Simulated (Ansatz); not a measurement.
Predict the output of the script below (Ansatz 0.2.0, Python API).

`be4cuge.py`:
```python
"""Refuse a result for Be4CuGe that has doubts or was not closed by its thresholds."""

import warnings

import ansatz as az
import numpy as np

vectors = np.array([
    [0.0, 3.123046, 3.123046],
    [3.123046, 0.0, 3.123046],
    [3.123046, 3.123046, 0.0],
])
structure = (
    az.Lattice.of(vectors)
    .atom("Be", (0.375687, 0.375687, 0.375687))
    .atom("Be", (0.872939, 0.375687, 0.375687))
    .atom("Be", (0.375687, 0.375687, 0.872939))
    .atom("Be", (0.375687, 0.872939, 0.375687))
    .atom("Cu", (0.75, 0.75, 0.75))
    .atom("Ge", (0.0, 0.0, 0.0))
)

base = (
    structure.calculation()
    .kpoints(spacing=0.32)
    .functional("pbe")
    .occupations(az.OccupationsMethod.COLD, width=0.15)  # smearing steadies the SCF of a metal
)

with warnings.catch_warnings(record=True) as caught:
    warnings.simplefilter("always")
    done = base.forces().stress().run(threads=1)
for item in caught:
    if issubclass(item.category, (az.RunWarning, az.DeckWarning)):
        print(item.category.__name__, "-", str(item.message)[:120])
summary = done.report
doubts = summary["published_state_doubts"]
if doubts or summary.get("closed_by") != "deck_thresholds":
    print("rejected:", doubts, summary.get("closed_by"))
else:
    print(f"accepted: F = {summary['free_energy_ev']:.5f} eV")
```

```console
$ python be4cuge.py
DeckWarning - basis.ecutwfc = 420 eV, auto-derived from the records' recommended cutoffs: set by Be (normal level)
accepted: F = -11290.13104 eV
```

Absolute energies stand on the zero of these potentials, so only differences at equal settings mean something. A total without «per atom» is that of the cell as typed. No spin polarisation was allowed. For a metal this k-point mesh is coarse: on a finer one energies can move by several to tens of meV an atom and pressures by half a GPa or more, differences at one mesh by less. This cell is a computed structure, which may not be the phase found in nature. It ran for 3.2 s on 1 thread of Arm Neoverse V1 (shared host), peak memory 0.38 GiB.
